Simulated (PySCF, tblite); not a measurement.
# C₂₆H₁₄O₂: electronic excitations, NMR shifts

Wanted: electronic excitations, NMR shifts for C₂₆H₁₄O₂ (`O=C1c2cc3ccccc3cc2C(=O)c2cc3cc4ccccc4cc3cc21`).

Computed with tblite 0.8.0 and PySCF 2.14.0 and routines of our own; the level stands in each step. Atoms count from 0.

## 1. The system as given

42 atoms, charge 0, multiplicity 1; geometry from: force field, distance geometry or constructed start.

## 2. Relaxing the molecule with GFN2-xTB

What the job is given:

```
{"job": {"kind": "relax", "xc": "GFN2-xTB", "basis": "xTB"}, "charge": 0, "multiplicity": 1}
O      1.308800     2.604100     0.293100
C      1.267100     1.395800     0.115100
C      2.527700     0.615300     0.018000
C      3.753900     1.281000     0.109900
C      4.957000     0.559000     0.022700
C      6.197500     1.204500     0.113800
C      7.389400     0.481600     0.015000
C      7.353700    -0.894800    -0.176200
C      6.125500    -1.556300    -0.276700
C      4.915500    -0.840800    -0.178400
C      3.674400    -1.488400    -0.279400
C      2.481000    -0.761500    -0.179000
C      1.186100    -1.462200    -0.279500
O      1.156700    -2.676200    -0.459800
C     -0.064700    -0.681900    -0.179400
C     -1.297100    -1.344400    -0.272100
C     -2.498600    -0.626600    -0.180700
C     -3.743200    -1.277500    -0.279800
C     -4.947800    -0.557100    -0.179700
C     -6.188400    -1.202900    -0.276600
C     -7.382700    -0.476100    -0.179800
C     -7.342300     0.898500     0.014400
C     -6.109800     1.557000     0.119600
C     -4.911800     0.833700     0.015100
C     -3.663600     1.486600     0.114800
C     -2.465500     0.768000     0.019800
C     -1.216300     1.418400     0.114000
C     -0.024100     0.690000     0.017600
H      3.775000     2.355400     0.267500
H      6.254900     2.281500     0.273000
H      8.348900     0.992100     0.094100
H      8.274000    -1.461300    -0.253900
H      6.113800    -2.631500    -0.431500
H      3.637300    -2.566300    -0.427100
H     -1.313400    -2.421800    -0.435100
H     -3.774200    -2.349600    -0.435000
H     -6.243900    -2.279500    -0.436600
H     -8.335000    -0.989600    -0.260900
H     -8.265400     1.458600     0.091000
H     -6.109100     2.632800     0.267500
H     -3.635700     2.559500     0.271000
H     -1.169500     2.488500     0.271800
```

Started as:

```sh
$ OMP_NUM_THREADS=2 python large_run.py task.json out
```

The driver reads the jobs from task.json and runs them one after another.

The program printed:

```text
step      E/eV     max force
  0   -1930.32171    1.909
  1   -1930.53898    1.036
  2   -1930.58896    0.545
  3   -1930.60000    0.385
  4   -1930.61693    0.227
  5   -1930.62267    0.115
  6   -1930.62657    0.089
  7   -1930.62966    0.113
  8   -1930.63222    0.096
  9   -1930.63475    0.107
 10   -1930.63754    0.095
 11   -1930.64063    0.122
 12   -1930.64368    0.105
 13   -1930.64568    0.067
 14   -1930.64646    0.046
 15   -1930.64687    0.043
 16   -1930.64725    0.040
 17   -1930.64765    0.040
 18   -1930.64793    0.030
 19   -1930.64806    0.017
```

It took 0.55 s on 2 threads of Arm Neoverse V1, shared host; peak memory 0.18 GiB.

The steps of the relaxation:

| step | energy from step 0 (eV) | largest force (eV/Å) |
| --- | --- | --- |
| 0 | 0.0000 | 1.9092 |
| 1 | -0.2173 | 1.0362 |
| 2 | -0.2673 | 0.5448 |
| 3 | -0.2783 | 0.3841 |
| 4 | -0.2952 | 0.2269 |
| 5 | -0.3010 | 0.1148 |
| 6 | -0.3049 | 0.0892 |
| 7 | -0.3080 | 0.1126 |
| 8 | -0.3105 | 0.0956 |
| 9 | -0.3130 | 0.1073 |
| 10 | -0.3158 | 0.0941 |
| 11 | -0.3189 | 0.1218 |
| 12 | -0.3220 | 0.1049 |
| 13 | -0.3240 | 0.0673 |
| 14 | -0.3247 | 0.0467 |
| 15 | -0.3252 | 0.0432 |
| 16 | -0.3255 | 0.0408 |
| 17 | -0.3259 | 0.0404 |
| 18 | -0.3262 | 0.0301 |
| 19 | -0.3264 | 0.0171 |

Close pairs (by a distance rule), those that changed most:

| bond | before (Å) | after (Å) | change (Å) |
| --- | --- | --- | --- |
| C14–C27 | 1.387 | 1.427 | +0.040 |
| C19–C20 | 1.401 | 1.362 | -0.040 |
| C21–C22 | 1.401 | 1.362 | -0.039 |
| C7–C8 | 1.399 | 1.368 | -0.031 |
| C14–C15 | 1.402 | 1.371 | -0.031 |
| C5–C6 | 1.397 | 1.368 | -0.030 |
| C26–C27 | 1.400 | 1.371 | -0.029 |
| C2–C11 | 1.392 | 1.419 | +0.028 |

The next job starts from the end point, and lists it.

## 3. Electronic excitations: TDDFT PBE0/def2-SVP

What the job is given:

```
{"job": {"kind": "uv", "basis": "def2-SVP", "grid": 1, "kgrid": 0, "vcut": 1.5, "nstates": 6, "ntriplets": 2, "tda": false, "delta": [], "pop": true, "xc": "PBE0"}, "charge": 0, "multiplicity": 1}
O      1.302045     2.647723     0.297866
C      1.265009     1.441037     0.127038
C      2.496462     0.632225     0.018550
C      3.712282     1.270343     0.114090
C      4.925575     0.564875     0.019224
C      6.177630     1.206964     0.115877
C      7.337004     0.487866     0.019106
C      7.297945    -0.901975    -0.179207
C      6.099978    -1.554547    -0.276552
C      4.885765    -0.843126    -0.180342
C      3.634199    -1.478426    -0.274956
C      2.456366    -0.772403    -0.181129
C      1.180864    -1.509771    -0.291035
O      1.149747    -2.716429    -0.463166
C     -0.051468    -0.704718    -0.181923
C     -1.262112    -1.341646    -0.277296
C     -2.484995    -0.638912    -0.182526
C     -3.717793    -1.277856    -0.279077
C     -4.914078    -0.569040    -0.183404
C     -6.176920    -1.206713    -0.280982
C     -7.330724    -0.489982    -0.182982
C     -7.291353     0.906242     0.016951
C     -6.098541     1.556215     0.115232
C     -4.874092     0.847398     0.019211
C     -3.639692     1.487333     0.116830
C     -2.444994     0.779487     0.020487
C     -1.184033     1.411472     0.115080
C     -0.011265     0.707167     0.019510
H      3.722247     2.341026     0.265672
H      6.201182     2.276270     0.267736
H      8.293488     0.983899     0.093674
H      8.224907    -1.451535    -0.253997
H      6.062941    -2.623534    -0.428081
H      3.583588    -2.547642    -0.427731
H     -1.271192    -2.412049    -0.430262
H     -3.747131    -2.347431    -0.432466
H     -6.201463    -2.276227    -0.433478
H     -8.288704    -0.983153    -0.258255
H     -8.219984     1.452877     0.090630
H     -6.062942     2.625202     0.269082
H     -3.607858     2.556945     0.270222
H     -1.132063     2.480467     0.268520
```

Method: TDDFT PBE0/def2-SVP, vertical, gas phase, core orbitals frozen in the response, virtual orbitals cut by energy.

The program printed:

```text
start: PBE on a coarse grid of 37015 points
cycle   1  E = -1146.8550755586  dE =  4.872e+00  |g| = 1.282e+00  |ddm| = 9.930e+00
cycle   2  E = -1141.6637523135  dE =  5.191e+00  |g| = 3.835e+00  |ddm| = 7.103e+00
cycle   3  E = -1146.3860055253  dE = -4.722e+00  |g| = 1.572e+00  |ddm| = 6.811e+00
cycle   4  E = -1147.1505585872  dE = -7.646e-01  |g| = 5.389e-01  |ddm| = 2.375e+00
cycle   5  E = -1147.0410533097  dE =  1.095e-01  |g| = 7.120e-01  |ddm| = 1.682e+00
cycle   6  E = -1147.2210838117  dE = -1.800e-01  |g| = 1.679e-01  |ddm| = 1.172e+00
cycle   7  E = -1147.2275612184  dE = -6.477e-03  |g| = 4.895e-02  |ddm| = 3.038e-01
cycle   8  E = -1147.2276943360  dE = -1.331e-04  |g| = 4.205e-02  |ddm| = 1.065e-01
cycle   9  E = -1147.2281863342  dE = -4.920e-04  |g| = 7.903e-03  |ddm| = 5.830e-02
final grid: 163613 points
cycle  10  E = -1147.5612577706  dE = -1.251e-02  |g| = 8.505e-02  |ddm| = 2.030e+00
cycle  11  E = -1147.5572719784  dE =  3.986e-03  |g| = 1.649e-01  |ddm| = 3.261e-01
cycle  12  E = -1147.5629011416  dE = -5.629e-03  |g| = 2.529e-02  |ddm| = 2.570e-01
cycle  13  E = -1147.5630377097  dE = -1.366e-04  |g| = 6.024e-03  |ddm| = 3.899e-02
cycle  14  E = -1147.5630435275  dE = -5.818e-06  |g| = 2.950e-03  |ddm| = 1.318e-02
cycle  15  E = -1147.5630504940  dE = -6.966e-06  |g| = 5.665e-04  |ddm| = 6.291e-03
cycle  16  E = -1147.5630469156  dE =  3.578e-06  |g| = 3.228e-04  |ddm| = 1.253e-03
cycle  17  E = -1147.5630510080  dE = -4.092e-06  |g| = 6.260e-05  |ddm| = 5.762e-04
converged SCF energy = -1147.5630510080

Static polarisability (au): isotropic 350.726, principal 106.846 272.041 673.291

Singlet excitations
state   eV       nm        f      main configurations
  1   2.9137    425.5   0.01864   H->L 0.98
  2   3.0094    412.0   0.28122   H->L+1 0.91
  3   3.2146    385.7   0.00000   H-2->L+1 0.81, H-5->L 0.14
  4   3.3238    373.0   0.00000   H-5->L+1 0.48, H-2->L 0.46
  5   3.4978    354.5   0.00262   H-1->L 0.97
  6   3.5114    353.1   0.11788   H-1->L+1 0.88

Triplet excitations (Tamm-Dancoff, eV): 1.8827 2.4768
```

Wall time 61 s (2 threads of Arm Neoverse V1, shared host); peak memory 1.3 GiB.

Frontier orbitals and where they lie:

| orbital | eV | atoms |
| --- | --- | --- |
| HOMO−4 | -7.62 | C9 11 %, C4 11 %, C6 10 % |
| HOMO−3 | -7.39 | C23 10 %, C18 10 %, C25 10 % |
| HOMO−2 | -7.31 | O0 32 %, O13 32 %, C2 5 % |
| HOMO−1 | -6.70 | C5 16 %, C8 16 %, C3 15 % |
| HOMO | -6.10 | C24 16 %, C17 16 %, C19 9 % |
| LUMO | -2.63 | C15 11 %, C26 11 %, C17 10 % |
| LUMO+1 | -2.51 | O0 12 %, O13 12 %, C1 11 % |
| LUMO+2 | -1.71 | C3 12 %, C10 12 %, C8 10 % |
| LUMO+3 | -0.80 | C25 8 %, C16 8 %, C18 8 % |

With each of the 6 states as a Gaussian band of 0.4 eV half-width at 1/e, the curve within the window shown has maxima at 406 nm (ε 13,000) L/(mol cm). Beyond the last state computed it falls off for lack of states. The curve at chosen wavelengths:

```tsv
nm	ε (L/mol/cm)
325	2986
333	4214
342	5640
350	6888
359	8264
367	9474
375	10649
384	11835
392	12652
401	13167
409	13196
417	12811
426	11942
434	10876
443	9480
451	8173
459	6892
468	5554
476	4499
485	3483
493	2733
501	2119
510	1571
518	1192
527	866
535	647
```

Further results of this job:

| property | computed |
| --- | --- |
| dipole moment (D) | 0.85 |
| polarisability (Å³) | 51.97 |
| HOMO–LUMO gap (eV) | 3.47 |
| −ε(HOMO) (eV) | 6.10 |

## 4. NMR shifts: GIAO KT3/pcSseg-1

The job, as its differences from that of step 3:

```diff
@@ -1,2 +1,2 @@
-{"job": {"kind": "uv", "basis": "def2-SVP", "grid": 1, "kgrid": 0, "vcut": 1.5, "nstates": 6, "ntriplets": 2, "tda": false, "delta": [], "pop": true, "xc": "PBE0"}, "charge": 0, "multiplicity": 1}
+{"job": {"kind": "nmr", "xc": "KT3", "basis": "pcSseg-1", "pop": false}, "charge": 0, "multiplicity": 1}
 O      1.302045     2.647723     0.297866
```

Level: GIAO KT3/pcSseg-1 NMR shielding, non-relativistic, gas phase.

The program printed:

```text
start: PBE on a coarse grid of 37015 points
cycle   1  E = -1147.5413027949  dE =  5.113e+00  |g| = 1.331e+00  |ddm| = 8.125e+00
cycle   2  E = -1142.4244684834  dE =  5.117e+00  |g| = 3.871e+00  |ddm| = 9.345e+00
cycle   3  E = -1147.0253190354  dE = -4.601e+00  |g| = 1.662e+00  |ddm| = 8.908e+00
cycle   4  E = -1147.8346031229  dE = -8.093e-01  |g| = 5.864e-01  |ddm| = 2.195e+00
cycle   5  E = -1147.6898200081  dE =  1.448e-01  |g| = 7.941e-01  |ddm| = 1.746e+00
cycle   6  E = -1147.9138156820  dE = -2.240e-01  |g| = 1.908e-01  |ddm| = 1.201e+00
cycle   7  E = -1147.9215895887  dE = -7.774e-03  |g| = 6.124e-02  |ddm| = 3.235e-01
cycle   8  E = -1147.9219028316  dE = -3.132e-04  |g| = 4.903e-02  |ddm| = 1.122e-01
cycle   9  E = -1147.9225459052  dE = -6.431e-04  |g| = 8.959e-03  |ddm| = 5.807e-02
final grid: 347342 points
cycle  10  E = -1168.1965102850  dE = -5.692e-02  |g| = 2.068e-01  |ddm| = 1.953e+00
cycle  11  E = -1168.1187706607  dE =  7.774e-02  |g| = 6.364e-01  |ddm| = 1.357e+00
cycle  12  E = -1168.2043879952  dE = -8.562e-02  |g| = 3.896e-02  |ddm| = 1.092e+00
cycle  13  E = -1168.2045627789  dE = -1.748e-04  |g| = 2.545e-02  |ddm| = 9.743e-02
cycle  14  E = -1168.2047709920  dE = -2.082e-04  |g| = 8.267e-03  |ddm| = 4.709e-02
cycle  15  E = -1168.2047901176  dE = -1.913e-05  |g| = 3.548e-03  |ddm| = 1.454e-02
cycle  16  E = -1168.2047926382  dE = -2.521e-06  |g| = 1.387e-03  |ddm| = 5.651e-03
cycle  17  E = -1168.2047918883  dE =  7.499e-07  |g| = 3.741e-04  |ddm| = 2.324e-03
cycle  18  E = -1168.2047936118  dE = -1.724e-06  |g| = 7.762e-05  |ddm| = 5.828e-04
converged SCF energy = -1168.2047936118

GIAO shielding tensors (ppm)
atom      isotropic    diamagn.    paramagn.     s11        s22        s33       span
  0 O     -195.210     404.352    -599.563   -706.035   -284.086    404.490   1110.525
  1 C       13.823     247.791    -233.967    -61.882      0.747    102.606    164.488
  2 C       61.294     257.484    -196.190    -11.337     35.756    159.461    170.798
  3 C       60.208     239.904    -179.697    -22.151     37.243    165.531    187.682
  4 C       57.685     253.967    -196.283     -8.747     -4.606    186.407    195.155
  5 C       59.658     235.008    -175.350    -32.546     52.333    159.186    191.732
  6 C       61.947     250.494    -188.548    -35.994     50.698    171.135    207.129
  7 C       61.944     250.528    -188.584    -36.009     50.737    171.106    207.115
  8 C       59.664     234.972    -175.308    -32.508     52.289    159.212    191.720
  9 C       57.680     253.930    -196.251     -8.709     -4.619    186.368    195.076
 10 C       60.223     239.884    -179.661    -22.095     37.172    165.593    187.688
 11 C       61.296     257.379    -196.083    -11.360     35.776    159.473    170.833
 12 C       13.830     247.765    -233.936    -61.868      0.755    102.603    164.471
 13 O     -195.205     404.304    -599.509   -706.018   -284.071    404.473   1110.492
 14 C       62.208     257.971    -195.763    -12.376     40.111    158.890    171.266
 15 C       58.742     249.410    -190.667    -24.025     36.422    163.831    187.856
 16 C       60.693     254.164    -193.471    -10.927      6.850    186.155    197.082
 17 C       59.528     249.506    -189.978    -18.359     50.803    146.140    164.499
 18 C       59.603     254.412    -194.809    -12.489      4.214    187.085    199.574
 19 C       61.076     236.439    -175.364    -29.751     55.864    157.114    186.864
 20 C       63.094     250.664    -187.570    -34.738     53.266    170.753    205.491
 21 C       63.070     250.709    -187.639    -34.805     53.273    170.743    205.549
 22 C       61.052     236.449    -175.397    -29.817     55.861    157.111    186.928
 23 C       59.601     254.464    -194.862    -12.515      4.238    187.082    199.597
 24 C       59.509     249.579    -190.070    -18.396     50.796    146.127    164.523
 25 C       60.685     254.203    -193.518    -10.914      6.833    186.135    197.050
 26 C       58.735     249.540    -190.804    -24.011     36.347    163.868    187.879
 27 C       62.203     258.018    -195.815    -12.398     40.119    158.887    171.285
 28 H       22.677      38.336     -15.659     15.971     23.703     28.357     12.386
 29 H       23.616      30.726      -7.110     18.562     24.112     28.174      9.612
 30 H       24.032      23.816       0.215     19.835     25.213     27.047      7.212
 31 H       24.028      23.793       0.235     19.830     25.210     27.044      7.214
 32 H       23.617      30.714      -7.097     18.563     24.115     28.173      9.610
 33 H       22.682      38.341     -15.659     15.977     23.709     28.359     12.382
 34 H       22.456      38.916     -16.460     15.233     23.586     28.550     13.316
 35 H       23.069      37.961     -14.891     16.291     23.787     29.130     12.839
 36 H       23.623      30.717      -7.094     18.215     24.328     28.326     10.110
 37 H       24.038      24.228      -0.189     19.671     25.274     27.170      7.500
 38 H       24.037      24.265      -0.228     19.674     25.268     27.168      7.494
 39 H       23.622      30.735      -7.114     18.214     24.326     28.325     10.111
 40 H       23.066      37.985     -14.918     16.288     23.785     29.126     12.838
 41 H       22.460      38.939     -16.479     15.239     23.589     28.552     13.314
```

Wall time 34 s (2 threads of Arm Neoverse V1, shared host); peak memory 1.2 GiB.

The references, computed at this level on geometries of the same kind, shield at (ppm): ¹H TMS 31.76, ¹³C TMS 184.7, ¹⁷O H2O 330.8. Their shielding less the atom's gives the shift. The references are single molecules in the gas phase, so shifts against H2O, NH3, PH3, H3PO4 or CFCl3 are not on the usual liquid scales and can be off by tens of ppm. Atoms listed in one row are averaged.

| atoms | environment | σ (ppm) | δ (ppm) |
| --- | --- | --- | --- |
| C1, C12 | ketone carbonyl carbon | 13.8 | 170.9 |
| C4, C9 | ring-fusion aromatic carbon | 57.7 | 127.0 |
| C15, C26 | aromatic CH | 58.7 | 126.0 |
| C17, C24 | aromatic CH | 59.5 | 125.2 |
| C18, C23 | ring-fusion aromatic carbon | 59.6 | 125.1 |
| C5, C8 | aromatic CH | 59.7 | 125.1 |
| C3, C10 | aromatic CH | 60.2 | 124.5 |
| C16, C25 | ring-fusion aromatic carbon | 60.7 | 124.0 |
| C19, C22 | aromatic CH | 61.1 | 123.7 |
| C2, C11 | substituted aromatic carbon | 61.3 | 123.4 |
| C6, C7 | aromatic CH | 61.9 | 122.8 |
| C14, C27 | substituted aromatic carbon | 62.2 | 122.5 |
| C20, C21 | aromatic CH | 63.1 | 121.6 |
| H34, H41 | hydrogen on an aromatic CH | 22.46 | 9.30 |
| H28, H33 | hydrogen on an aromatic CH | 22.68 | 9.08 |
| H35, H40 | hydrogen on an aromatic CH | 23.07 | 8.69 |
| H29, H32 | hydrogen on an aromatic CH | 23.62 | 8.14 |
| H36, H39 | hydrogen on an aromatic CH | 23.62 | 8.14 |
| H30, H31 | hydrogen on an aromatic CH | 24.03 | 7.73 |
| H37, H38 | hydrogen on an aromatic CH | 24.04 | 7.72 |
| O0, O13 | ketone oxygen | -195.2 | 526.0 |

Ring of atoms C1, C2, C11, C12, C14, C27: NICS(0) 9.0, NICS(1) 1.7, NICS(1)zz 10.3 ppm (means of both faces).

Ring of atoms C2, C3, C4, C9, C10, C11: NICS(0) -7.7, NICS(1) -10.3, NICS(1)zz -23.3 ppm (means of both faces).

Ring of atoms C4, C5, C6, C7, C8, C9: NICS(0) -7.7, NICS(1) -10.6, NICS(1)zz -25.8 ppm (means of both faces).

## 5. Results

| quantity | value |
| --- | --- |
| lowest singlet (PBE0/def2-SVP) | 2.91 eV (426 nm), f = 0.019 |
| brightest single state of those computed | state 2, 3.01 eV, f = 0.281 |
| lowest triplet | 1.88 eV |
| ¹³C shifts against TMS (KT3/pcSseg-1, means over atoms taken as alike) | 170.9, 127.0, 126.0, 125.2, 125.1, 125.1, 124.5, 124.0, 123.7, 123.4, 122.8, 122.5, 121.6 ppm |
| ¹H shifts against TMS (KT3/pcSseg-1, means over atoms taken as alike) | 9.30, 9.08, 8.69, 8.14, 8.14, 7.73, 7.72 ppm |
| ¹⁷O shifts against H2O (KT3/pcSseg-1, means over atoms taken as alike) | 526.0 ppm |

**Reading.** The lowest singlet, at 2.91 eV, is HOMO→LUMO 0.98 and is weak; of the 6 states computed, the strongest absorption comes from state 2 at 3.01 eV (the last state computed is bright too, and its partners may lie past the list). State 1 absorbs in the visible (426 nm). The lowest triplet lies 1.03 eV below the lowest singlet (triplets in Tamm-Dancoff, singlets in full TDDFT). At KT3/pcSseg-1: The largest span, 1111 ppm, is at O0, O13, where the paramagnetic term is -600 ppm. NICS(1)zz of -23 ppm above the planar ring from C2 marks a diatropic (aromatic) ring current. NICS(1)zz of -26 ppm above the planar ring from C4 marks a diatropic (aromatic) ring current.
